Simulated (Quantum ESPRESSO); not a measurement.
Here is a Quantum ESPRESSO 7.5 calculation.

pw.in

```
&CONTROL
  calculation = 'scf'
  prefix = 'pwscf'
  outdir = './tmp'
  pseudo_dir = './pseudo'
  tprnfor = .true.
  disk_io = 'low'
  tefield = .true.
  dipfield = .true.
/
&SYSTEM
  ibrav = 0
  celldm(1) = 8
  nat = 3
  ntyp = 2
  ecutwfc = 82
  nbnd = 13
  occupations = 'smearing'
  smearing = 'mp'
  degauss = 0.00734986
  edir = 3
  emaxpos = 0.7886
  eopreg = 0.0383
  eamp = 0
/
&ELECTRONS
  conv_thr = 3d-09
  electron_maxstep = 150
  mixing_beta = 0.3
  mixing_mode = 'local-TF'
/
ATOMIC_SPECIES
Nb    92.9064 Nb.upf
H      1.0080 H.upf
CELL_PARAMETERS alat
  0.6456202061631   0.0000000000000  -0.0000000000000
  0.0000000000000   0.6456202061631   0.0000000000000
 -0.0000000000000   0.0000000000000   6.1608614899284
ATOMIC_POSITIONS crystal
Nb     0.5000000000    0.5000000000    0.3328000000
H      0.0000000000    0.5000000000    0.2827600000
H      0.5000000000    0.0000000000    0.2827600000
K_POINTS automatic
10 10 1 0 0 0
```

pp_density.in

```
&INPUTPP
  prefix = 'pwscf'
  outdir = './tmp'
  filplot = 'density.dat'
  plot_num = 0
/
&PLOT
  nfile = 1
  filepp(1) = 'density.dat'
  iflag = 3
  output_format = 6
  fileout = 'density.cube'
/
```

File pp_potential.in:

```
&INPUTPP
  prefix = 'pwscf'
  outdir = './tmp'
  filplot = 'potential.dat'
  plot_num = 11
/
&PLOT
  nfile = 1
  filepp(1) = 'potential.dat'
  iflag = 3
  output_format = 6
  fileout = 'potential.cube'
/
```

The input pp_elf.in:

```
&INPUTPP
  prefix = 'pwscf'
  outdir = './tmp'
  filplot = 'elf.dat'
  plot_num = 8
/
&PLOT
  nfile = 1
  filepp(1) = 'elf.dat'
  iflag = 3
  output_format = 6
  fileout = 'elf.cube'
/
```

Potentials or basis: PseudoDojo 0.4.1 SR PBE standard.

Launch:

```bash
$ OMP_NUM_THREADS=1 mpirun -n 2 pw.x -nk 2 -in pw.in > pw.out
$ OMP_NUM_THREADS=1 mpirun -n 1 pp.x -in pp_density.in > pp_density.out
$ OMP_NUM_THREADS=1 mpirun -n 1 pp.x -in pp_potential.in > pp_potential.out
$ OMP_NUM_THREADS=1 mpirun -n 1 pp.x -in pp_elf.in > pp_elf.out
```

What does it give for the dipole across the slab?

0.03 D.

Estimate the work function of the upper face.

5.11 eV.

What does it give for the work function of the lower face?

5.27 eV.

Predict the band gap on the k mesh.

none (metal or under the smearing width).
